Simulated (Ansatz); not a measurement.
# C2H7GaN2: the cost of one run

Program: Ansatz 0.2.0, Gaussian basis. Level of theory: the settings change from run to run. These are calculated values, not measurements.

**1. The relaxed structure**

An earlier PBE0-D4 in a triple-zeta def2 set relaxation fixed the geometry.

12 atoms, charge 0, spin multiplicity 1.

Atoms are counted from 1 here; the program's logs count them from 0.

Bond lengths: C1–N2 1.428 Å, C1–H6 1.101 Å, C1–H7 1.100 Å, C1–H8 1.092 Å, N2–C3 1.453 Å, N2–Ga5 1.838 Å, C3–N4 1.460 Å, C3–H9 1.103 Å, C3–H10 1.104 Å, N4–Ga5 1.854 Å, N4–H11 1.007 Å, Ga5–H12 1.539 Å. Angles: N2–C1–H6 112.6°, N2–C1–H7 112.1°, N2–C1–H8 110.0°, H6–C1–H7 107.2°, H6–C1–H8 107.5°, H7–C1–H8 107.2°, C1–N2–C3 120.3°, C1–N2–Ga5 145.4°, C3–N2–Ga5 92.0°, N2–C3–N4 101.4°, N2–C3–H9 112.3°, N2–C3–H10 111.0°, N4–C3–H9 112.6°, N4–C3–H10 112.0°, H9–C3–H10 107.5°, C3–N4–Ga5 91.1°, C3–N4–H11 116.9°, Ga5–N4–H11 132.3° and more.

Coordinates:

```xyz
12
charge 0, multiplicity 1
C    -1.57854   -0.22004    0.66910
N    -0.39975    0.11386   -0.06352
C     0.80553   -0.68285    0.08593
N     1.81318    0.20673   -0.48394
Ga    0.51463    1.45204   -0.92962
H    -1.40897   -0.24326    1.75653
H    -1.97878   -1.20317    0.38173
H    -2.36091    0.51621    0.47458
H     0.73915   -1.64592   -0.44717
H     1.00429   -0.90435    1.14873
H     2.55086   -0.22244   -1.01765
H     0.29932    2.83316   -1.57472
```

**2. PBE-QIDH/def2-TZVPP**

This run has a point charge of 1.00 e beside it.

in.yaml reads:

```yaml
crystal:
  periodic: [false, false, false]
  atoms:
    - {symbol: C, position_ang: [-1.578536, -0.220038, 0.669105]}
    - {symbol: N, position_ang: [-0.399745, 0.113864, -0.063519]}
    - {symbol: C, position_ang: [0.805530, -0.682845, 0.085926]}
    - {symbol: N, position_ang: [1.813181, 0.206726, -0.483936]}
    - {symbol: Ga, position_ang: [0.514630, 1.452043, -0.929618]}
    - {symbol: H, position_ang: [-1.408969, -0.243261, 1.756531]}
    - {symbol: H, position_ang: [-1.978783, -1.203166, 0.381726]}
    - {symbol: H, position_ang: [-2.360910, 0.516215, 0.474583]}
    - {symbol: H, position_ang: [0.739152, -1.645916, -0.447169]}
    - {symbol: H, position_ang: [1.004287, -0.904354, 1.148731]}
    - {symbol: H, position_ang: [2.550864, -0.222439, -1.017651]}
    - {symbol: H, position_ang: [0.299319, 2.833162, -1.574719]}
basis:
  gaussian: {orbitals: def2-TZVPP, point_charges: [{charge: 1.00, position_ang: [5.288, -0.118, 0.407]}]}
hamiltonian: {xc: {name: PBE-QIDH}}
```

Command:

```
$ ansatz run in.yaml --threads 2 --pin off --events-out ev --progress --plain --max-ram 32768MiB --backend cpu
```

Q: Estimate wall time and peak memory on 2 threads of AMD EPYC 7R13, shared host.

About 10 s, with a peak of 0.83 GiB.
